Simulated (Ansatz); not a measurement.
The system is Cu3O2.

```
CELL_PARAMETERS angstrom
-2.02298 2.02298 3.67362
2.02298 -2.02298 3.67362
2.02298 2.02298 -3.67362
ATOMIC_POSITIONS crystal
Cu 0.00000 0.00000 0.00000
Cu 0.75000 0.25000 0.50000
Cu 0.25000 0.75000 0.50000
O 0.50000 0.00000 0.50000
O 0.00000 0.50000 0.50000
```

The cell comes from a database or a generator and needn't be the stable form of this composition.

Base run:

```yaml
Program: Ansatz 0.2.0
Functional: PBE
Potentials_or_basis: all-electron LAPW, scalar-relativistic
Cutoff: 462 eV
Density_cutoff: 1849 eV
Basis_error_allowed: 0.002 eV/atom
k_mesh: 9 × 9 × 9
Occupations: fermi-dirac, width 0.05 eV
Spin: no spin polarisation
```

Its results: pressure 0.7 GPa.

The run is repeated on the same cell with these changes: functional from PBE to LDA. What comes out?

Pressure -11.6 GPa.

LDA binds more tightly than PBE, so the same cell stands under less pressure.

Caveats: an odd number of electrons without spin polarisation forces a metal; a magnetic or distorted state may lie lower; the run has no spin polarisation, though such a crystal can be magnetic.

Not every run made on this cell is shown here.
